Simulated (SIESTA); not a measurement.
# Mg3GaO4 (Pm-3m) in SIESTA: notebook, part 2 of 2

SIESTA 5.4.2. The steps go on from the part before.

### 3 Single point, LDA, 9.76 Å³/atom

File Mg3GaO4.fdf:

```
SystemName                      Mg3GaO4
SystemLabel                     Mg3GaO4
NumberOfSpecies                 3
NumberOfAtoms                   8
%block ChemicalSpeciesLabel
  1  31 Ga
  2  12 Mg
  3   8 O
%endblock ChemicalSpeciesLabel

LatticeConstant                 1.0 Ang
%block LatticeVectors
     4.2744151691     0.0000000000     0.0000000000
     0.0000000000     4.2744151691     0.0000000000
     0.0000000000     0.0000000000     4.2744151691
%endblock LatticeVectors
AtomicCoordinatesFormat         Fractional
%block AtomicCoordinatesAndAtomicSpecies
     0.0000000000     0.0000000000     0.0000000000  1  Ga
     0.5000000000     0.5000000000     0.0000000000  2  Mg
     0.5000000000     0.0000000000     0.5000000000  2  Mg
     0.0000000000     0.5000000000     0.5000000000  2  Mg
     0.0000000000     0.5000000000     0.0000000000  3  O
     0.0000000000     0.0000000000     0.5000000000  3  O
     0.5000000000     0.5000000000     0.5000000000  3  O
     0.5000000000     0.0000000000     0.0000000000  3  O
%endblock AtomicCoordinatesAndAtomicSpecies

%block kgrid.MonkhorstPack
    4   0   0  0.0
    0   4   0  0.0
    0   0   4  0.0
%endblock kgrid.MonkhorstPack
XC.Functional                   LDA
XC.Authors                      PW92
PAO.BasisSize                   DZP
PAO.EnergyShift                 0.003 Ry
Mesh.Cutoff                     800 Ry
OccupationFunction              FD
ElectronicTemperature           0.05 eV
MaxSCFIterations                120
SCF.MustConverge                false
SCF.Mixer.Method                Pulay
SCF.Mixer.Weight                0.25
SCF.Mixer.History               8
SCF.DM.Tolerance                5.0e-05
SCF.H.Tolerance                 1.0e-03 eV
WriteForces                     true
Charge.Mulliken                 end
%block PAO.Basis
  Ga 4
  n=4 0 2
    6.549 0.000
  n=4 1 2
    9.260 0.000
  n=3 2 2
    3.582 0.000
  n=4 2 1
    9.260
  Mg 4
  n=2 0 2
    2.614 0.000
  n=3 0 2
    8.196 0.000
  n=2 1 2
    2.949 0.000
  n=3 1 1
    8.196
%endblock PAO.Basis
```

Potentials or basis: PseudoDojo 0.4 standard (LDA files), DZP (energy shift 0.003 Ry; two zetas on semicore shells).

Started as:

```sh
$ siesta Mg3GaO4.fdf > Mg3GaO4.out 2>&1
```

Wall time 3.8 min (1 thread of Intel Xeon Platinum 8259CL at 2.50GHz (Skylake/Cascade Lake), shared host); peak memory 0.69 GiB.

The run converged. Its results:

| Property | Result |
| --- | --- |
| Free energy | -8721.9519 eV |
| Pressure | 2.3 GPa |
| Band gap on the k mesh | none (metal or under the smearing width) |

Caveat: the k mesh is coarse (spacing up to 0.37 Å⁻¹), so the values aren't converged; the basis of atomic orbitals isn't converged, which shifts pressures, moduli and gaps; an odd number of electrons without spin polarisation forces a metal; a magnetic or distorted state may lie lower.

### 4 Single point, LDA, 9.97 Å³/atom

Changes to Mg3GaO4.fdf since step 3:

```diff
@@ -12,5 +12,5 @@
 %block LatticeVectors
-     4.2744151691     0.0000000000     0.0000000000
-     0.0000000000     4.2744151691     0.0000000000
-     0.0000000000     0.0000000000     4.2744151691
+     4.3045176762     0.0000000000     0.0000000000
+     0.0000000000     4.3045176762     0.0000000000
+     0.0000000000     0.0000000000     4.3045176762
 %endblock LatticeVectors
```

Started as:

```sh
$ siesta Mg3GaO4.fdf > Mg3GaO4.out 2>&1
```

It took 3.7 min on 1 thread of Intel Xeon Platinum 8259CL at 2.50GHz (Skylake/Cascade Lake), shared host; peak memory 0.69 GiB.

Results (log left out):

```
Free energy            : -8721.9564 eV
Pressure               : -1.2 GPa
Band gap on the k mesh : none (metal or under the smearing width)
```

Caveat: the k mesh is coarse (spacing up to 0.36 Å⁻¹), so the values aren't converged; the basis of atomic orbitals isn't converged, which shifts pressures, moduli and gaps; an odd number of electrons without spin polarisation forces a metal; a magnetic or distorted state may lie lower.

### 5 Single point, LDA, 10.18 Å³/atom

Changes to Mg3GaO4.fdf since step 4:

```diff
@@ -12,5 +12,5 @@
 %block LatticeVectors
-     4.3045176762     0.0000000000     0.0000000000
-     0.0000000000     4.3045176762     0.0000000000
-     0.0000000000     0.0000000000     4.3045176762
+     4.3342049431     0.0000000000     0.0000000000
+     0.0000000000     4.3342049431     0.0000000000
+     0.0000000000     0.0000000000     4.3342049431
 %endblock LatticeVectors
```

Started as:

```sh
$ siesta < Mg3GaO4.fdf > Mg3GaO4.out 2>&1
```

It took 3.7 min on 1 thread of Intel Xeon Platinum 8259CL at 2.50GHz (Skylake/Cascade Lake), shared host; peak memory 0.68 GiB.

Results (log left out):

- Free energy: -8721.9273 eV
- Pressure: -4.3 GPa
- Band gap on the k mesh: none (metal or under the smearing width)

Caveat: the k mesh is coarse (spacing up to 0.36 Å⁻¹), so the values aren't converged; the basis of atomic orbitals isn't converged, which shifts pressures, moduli and gaps; an odd number of electrons without spin polarisation forces a metal; a magnetic or distorted state may lie lower.

### 6 Single point, LDA, 10.39 Å³/atom

Changes to Mg3GaO4.fdf since step 5:

```diff
@@ -12,5 +12,5 @@
 %block LatticeVectors
-     4.3342049431     0.0000000000     0.0000000000
-     0.0000000000     4.3342049431     0.0000000000
-     0.0000000000     0.0000000000     4.3342049431
+     4.3634910000     0.0000000000     0.0000000000
+     0.0000000000     4.3634910000     0.0000000000
+     0.0000000000     0.0000000000     4.3634910000
 %endblock LatticeVectors
```

Potentials or basis: PseudoDojo 0.4 standard (LDA files), DZP (energy shift 0.003 Ry; two zetas on semicore shells).

Started as:

```sh
$ siesta < Mg3GaO4.fdf > Mg3GaO4.out 2>&1
```

Run time: 3.5 min. Hardware: 1 thread of Intel Xeon Platinum 8259CL at 2.50GHz (Skylake/Cascade Lake), shared host; peak memory 0.67 GiB.

It converged, with:

- Free energy: -8721.8675 eV
- Pressure: -7.1 GPa
- Band gap on the k mesh: none (metal or under the smearing width)

Caveat: the basis of atomic orbitals isn't converged, which shifts pressures, moduli and gaps; an odd number of electrons without spin polarisation forces a metal; a magnetic or distorted state may lie lower.

### 7 Single point, LDA, 10.59 Å³/atom

Changes to Mg3GaO4.fdf since step 6:

```diff
@@ -12,5 +12,5 @@
 %block LatticeVectors
-     4.3634910000     0.0000000000     0.0000000000
-     0.0000000000     4.3634910000     0.0000000000
-     0.0000000000     0.0000000000     4.3634910000
+     4.3923891336     0.0000000000     0.0000000000
+     0.0000000000     4.3923891336     0.0000000000
+     0.0000000000     0.0000000000     4.3923891336
 %endblock LatticeVectors
```

Started as:

```sh
$ siesta Mg3GaO4.fdf > Mg3GaO4.out 2>&1
```

It took 3.4 min on 1 thread of Intel Xeon Platinum 8259CL at 2.50GHz (Skylake/Cascade Lake), shared host; peak memory 0.66 GiB.

Results (log left out):

```
Free energy            : -8721.7803 eV
Pressure               : -9.6 GPa
Band gap on the k mesh : none (metal or under the smearing width)
```

Caveat: the basis of atomic orbitals isn't converged, which shifts pressures, moduli and gaps; an odd number of electrons without spin polarisation forces a metal; a magnetic or distorted state may lie lower.

### 8 Single point, LDA, 10.80 Å³/atom

Changes to Mg3GaO4.fdf since step 7:

```diff
@@ -12,5 +12,5 @@
 %block LatticeVectors
-     4.3923891336     0.0000000000     0.0000000000
-     0.0000000000     4.3923891336     0.0000000000
-     0.0000000000     0.0000000000     4.3923891336
+     4.4209119401     0.0000000000     0.0000000000
+     0.0000000000     4.4209119401     0.0000000000
+     0.0000000000     0.0000000000     4.4209119401
 %endblock LatticeVectors
```

Started as:

```sh
$ siesta < Mg3GaO4.fdf > Mg3GaO4.out 2>&1
```

Wall time 3.2 min (1 thread of Intel Xeon Platinum 8259CL at 2.50GHz (Skylake/Cascade Lake), shared host); peak memory 0.65 GiB.

The run converged. Its results:

- Free energy: -8721.6684 eV
- Pressure: -11.9 GPa
- Band gap on the k mesh: none (metal or under the smearing width)

Caveat: the basis of atomic orbitals isn't converged, which shifts pressures, moduli and gaps; an odd number of electrons without spin polarisation forces a metal; a magnetic or distorted state may lie lower.

### 9 Single point, LDA, 11.01 Å³/atom

Changes to Mg3GaO4.fdf since step 8:

```diff
@@ -12,5 +12,5 @@
 %block LatticeVectors
-     4.4209119401     0.0000000000     0.0000000000
-     0.0000000000     4.4209119401     0.0000000000
-     0.0000000000     0.0000000000     4.4209119401
+     4.4490713741     0.0000000000     0.0000000000
+     0.0000000000     4.4490713741     0.0000000000
+     0.0000000000     0.0000000000     4.4490713741
 %endblock LatticeVectors
```

Potentials or basis: PseudoDojo 0.4 standard (LDA files), DZP (energy shift 0.003 Ry; two zetas on semicore shells).

Started as:

```sh
$ siesta < Mg3GaO4.fdf > Mg3GaO4.out 2>&1
```

Run time: 3.1 min. Hardware: 1 thread of Intel Xeon Platinum 8259CL at 2.50GHz (Skylake/Cascade Lake), shared host; peak memory 0.65 GiB.

Results (log left out):

```
Free energy            : -8721.5345 eV
Pressure               : -13.9 GPa
Band gap on the k mesh : none (metal or under the smearing width)
```

Caveat: the basis of atomic orbitals isn't converged, which shifts pressures, moduli and gaps; an odd number of electrons without spin polarisation forces a metal; a magnetic or distorted state may lie lower.

### 10 Equation of state, LDA

Potentials or basis: PseudoDojo 0.4 standard (LDA files), DZP (energy shift 0.003 Ry; two zetas on semicore shells).

No new run: the results of the series are fitted here.

Results:

```yaml
Equilibrium_volume: 9.89 Å³/atom
Bulk_modulus: 162 GPa
Pressure_derivative_of_the_bulk_modulus: 4.1
```

Energy against volume, from the lowest point:
```
volume (Å³/atom)  energy (meV/atom)
           9.762               0.56
           9.970               0.00
          10.177               3.63
          10.385              11.11
          10.593              22.01
          10.801              36.00
          11.008              52.73
```

Caveat: the basis of atomic orbitals isn't converged, which shifts pressures, moduli and gaps.
